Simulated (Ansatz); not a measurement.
# V3Se4F: the cost of one run

Computed with Ansatz 0.2.0 (DFT PBE, scalar-relativistic, plane waves, PAW, unless a step names another level, unless a step's input says otherwise).

3 further runs of the same task are left out: 2 that didn't finish, 1 set aside as unsound or not needed.

### Step 1. The structure to begin with

Symmetry: P-3m1, No. 164, trigonal system. Conventional cell: a = 4.022 Å, b = 4.022 Å, c = 10.669 Å, α = 90.00°, β = 90.00°, γ = 120.00°. V (site symmetry -3m) has 6 Se at 2.67 Å as nearest neighbours. V (site symmetry 3m) is surrounded by 1 F at 2.21 Å and 6 Se at 2.42 to 2.94 Å. Around Se (site symmetry 3m) lie 3 V at 2.42 Å. Se (site symmetry 3m) has 6 V at 2.67 to 2.94 Å as nearest neighbours. Around F (site symmetry -3m) lie 2 V at 2.21 Å.

Structure file:

```cif
data_structure
_symmetry_space_group_name_H-M 'P-3m1'
_symmetry_Int_Tables_number 164
_cell_length_a 4.0218
_cell_length_b 4.0218
_cell_length_c 10.6693
_cell_angle_alpha 90.000
_cell_angle_beta 90.000
_cell_angle_gamma 120.000
_cell_volume 149.45
loop_
_atom_site_label
_atom_site_type_symbol
_atom_site_symmetry_multiplicity
_atom_site_Wyckoff_symbol
_atom_site_fract_x
_atom_site_fract_y
_atom_site_fract_z
_atom_site_occupancy
V1 V 1 b 0.00000 0.00000 0.50000 1
V2 V 2 c 0.00000 0.00000 0.20741 1
Se1 Se 2 d 0.33333 0.66667 0.85777 1
Se2 Se 2 d 0.33333 0.66667 0.37629 1
F1 F 1 a 0.00000 0.00000 0.00000 1
```

It came out lowest among 18 distinct ends of the trial cells. At a tolerance of 0.05 Å it has space group P-3m1 (No. 164). Site moments: 2.2 1.6 1.6 -0.2 -0.2 -0.1 -0.1 0.0 μB.

### Step 2. Bands, states and charges

File input.yaml:

```yaml
crystal:
  lattice:
    - [4.0218092446, 0.0, 0.0]
    - [-2.0109046223, 3.482988975, 0.0]
    - [0.0, 0.0, 10.6692866652]
  atoms:
    - { symbol: V, position: [0.0, 0.0, 0.5], spin: 2.47 }
    - { symbol: V, position: [0.0, 0.0, 0.2074083772], spin: 1.73 }
    - { symbol: V, position: [0.0, 0.0, 0.7925916228], spin: 1.73 }
    - { symbol: Se, position: [0.3333333333, 0.6666666667, 0.8577651577], spin: -0.18 }
    - { symbol: Se, position: [0.6666666667, 0.3333333333, 0.1422348423], spin: -0.18 }
    - { symbol: Se, position: [0.3333333333, 0.6666666667, 0.3762908628] }
    - { symbol: Se, position: [0.6666666667, 0.3333333333, 0.6237091372] }
    - { symbol: F, position: [0.0, 0.0, 0.0] }
basis:
  ecutwfc: 420
kpoints:
  mp_grid: { grid: [12, 12, 4] }
  band_path:
    path:
      - [[0.0, 0.0, 0.0], [0.5, 0.0, 0.0], [0.33333333, 0.33333333, 0.0], [0.0, 0.0, 0.0], [0.0, 0.0, 0.5], [0.5, 0.0, 0.5], [0.33333333, 0.33333333, 0.5], [0.0, 0.0, 0.5]]
      - [[0.5, 0.0, 0.5], [0.5, 0.0, 0.0]]
      - [[0.33333333, 0.33333333, 0.5], [0.33333333, 0.33333333, 0.0]]
    npoints: 14
hamiltonian:
  xc: pbe
scf:
  occupations: { method: gaussian, width: 0.1 }
  n_extra_bands: 20
output:
  forces: true
  stress: true
  eigenvalues: true
  populations: true
  dos: { projected: true, de: 0.02, nscf_kmesh: { grid: [15, 15, 5] } }
  bader: true
  write_density: true
  write_potential: true
  elf: true
  volumetric_format: npy
magnetization:
  spin_polarized: true
checkpoint:
  read: start.run
  write: ck
  compress: false
  write_wavefunctions: false
  write_every: 100000
```

The run is started by

```console
$ ansatz run input.yaml --threads 1 --pin off --max-ram 2560MiB --backend cpu --events-out ev --progress --plain --runs-dir out
```

Q: Estimate wall time and peak memory on 1 thread of Arm Neoverse V1, shared host.

About 5.7 min, with a peak of 1.4 GiB.
